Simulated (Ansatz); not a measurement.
# CH2Cl3Si radical: up Jacob's ladder to CCSD(T)

An exercise on one series of results from a longer session: the logs are not shown, and one member is left open.

The runs use Ansatz 0.2.0, Gaussian basis; functionals in def2-TZVPP, the program's frozen cores in correlated methods.

The runs, in order: LDA (SPW92), PBE-D4, revPBE-D4, BLYP-D4, r2SCAN-D4, B97M-V, PBE0-D4, B3LYP-D4, r2SCANh-D4, r2SCAN0-D4, HSE06-D4, BHLYP-D4, CAM-B3LYP-D4, LC-ωPBE, ωB97X-V, ωB97M-V, B2PLYP, PBE-QIDH; CCSD(T)/def2-SVP; CCSD(T)/def2-TZVPP; MP2/def2-QZVPP; extrapolation to the limit; RPA on PBE.

**The relaxed structure**

An earlier PBE0-D4 in a triple-zeta def2 set relaxation fixed the geometry.

7 atoms, charge 0, spin multiplicity 2.

Atoms are counted from 1 here; the program's logs count them from 0.

Bond lengths: C1–Si2 1.817 Å, C1–H6 1.084 Å, C1–H7 1.084 Å, Si2–Cl3 2.035 Å, Si2–Cl4 2.040 Å, Si2–Cl5 2.036 Å. Angles: Si2–C1–H6 121.7°, Si2–C1–H7 121.7°, H6–C1–H7 116.5°, C1–Si2–Cl3 110.2°, C1–Si2–Cl4 111.2°, C1–Si2–Cl5 110.2°, Cl3–Si2–Cl4 108.0°, Cl3–Si2–Cl5 109.3°, Cl4–Si2–Cl5 108.0°.

Geometry (Å):

```
C    -0.2269    0.7232    0.8890
Si    0.1460   -0.4022   -0.4872
Cl    1.3254   -1.9314    0.1562
Cl   -1.5599   -1.2063   -1.2640
Cl    1.1013    0.6028   -1.9775
H    -0.2905    0.3710    1.9126
H    -0.4340    1.7750    0.7251
```

The first run:

in.yaml

```yaml
crystal:
  periodic: [false, false, false]
  atoms:
    - {symbol: C, position_ang: [-0.226931, 0.723222, 0.889020]}
    - {symbol: Si, position_ang: [0.146022, -0.402240, -0.487190]}
    - {symbol: Cl, position_ang: [1.325368, -1.931393, 0.156244]}
    - {symbol: Cl, position_ang: [-1.559901, -1.206344, -1.263979]}
    - {symbol: Cl, position_ang: [1.101288, 0.602769, -1.977476]}
    - {symbol: H, position_ang: [-0.290530, 0.370998, 1.912633]}
    - {symbol: H, position_ang: [-0.434017, 1.774988, 0.725148]}
basis:
  gaussian: {orbitals: def2-TZVPP}
magnetization: {spin_polarized: true, initial_magnetization: 1}
hamiltonian: {xc: lda}
output: {orbitals: {seedname: orbitals}}
```

The run is started by

```console
$ ansatz run in.yaml --threads 4 --pin off --events-out ev --progress --plain --max-ram 10444MiB
```

Among the steps run: LDA; PBE-D4 (GGA); revPBE-D4 (GGA); BLYP-D4 (GGA); r2SCAN-D4 (meta-GGA); B97M-V (meta-GGA); B3LYP-D4 (hybrid); r2SCANh-D4 (hybrid); r2SCAN0-D4 (hybrid); HSE06-D4 (hybrid); BHLYP-D4 (hybrid); CAM-B3LYP-D4 (range-separated); LC-ωPBE (range-separated); ωB97X-V (range-separated); ωB97M-V (range-separated); B2PLYP (double hybrid); PBE-QIDH (double hybrid).

One table of the session follows, with a row left open; its other results are not shown here.

It belongs to the step «Frontier levels by functional». 

| functional | HOMO (eV) | LUMO (eV) | gap (eV) |
| --- | --- | --- | --- |
| LDA (SPW92) | -6.43 | -4.96 | 1.46 |
| PBE-D4 | ? | ? | ? |
| revPBE-D4 | -6.38 | -4.19 | 2.20 |
| BLYP-D4 | -6.17 | -4.33 | 1.85 |
| r2SCAN-D4 | -6.93 | -3.77 | 3.16 |
| B97M-V | -6.71 | -4.10 | 2.60 |
| PBE0-D4 | -7.86 | -3.16 | 4.70 |
| B3LYP-D4 | -7.47 | -3.58 | 3.90 |
| r2SCANh-D4 | -7.45 | -3.37 | 4.08 |
| r2SCAN0-D4 | -8.23 | -2.77 | 5.46 |
| HSE06-D4 | -7.45 | -3.56 | 3.90 |
| BHLYP-D4 | -9.04 | -2.04 | 7.00 |
| CAM-B3LYP-D4 | -9.16 | -2.14 | 7.03 |
| LC-ωPBE | -10.76 | -0.65 | 10.11 |
| ωB97X-V | -10.12 | -1.18 | 8.94 |
| ωB97M-V | -9.88 | -1.29 | 8.60 |

Q: Estimate the row for PBE-D4 from the others.

As computed: HOMO (eV): -6.42; LUMO (eV): -4.36; gap (eV): 2.07. In the column «HOMO (eV)» it lies between LDA (SPW92) (-6.43) and revPBE-D4 (-6.38).
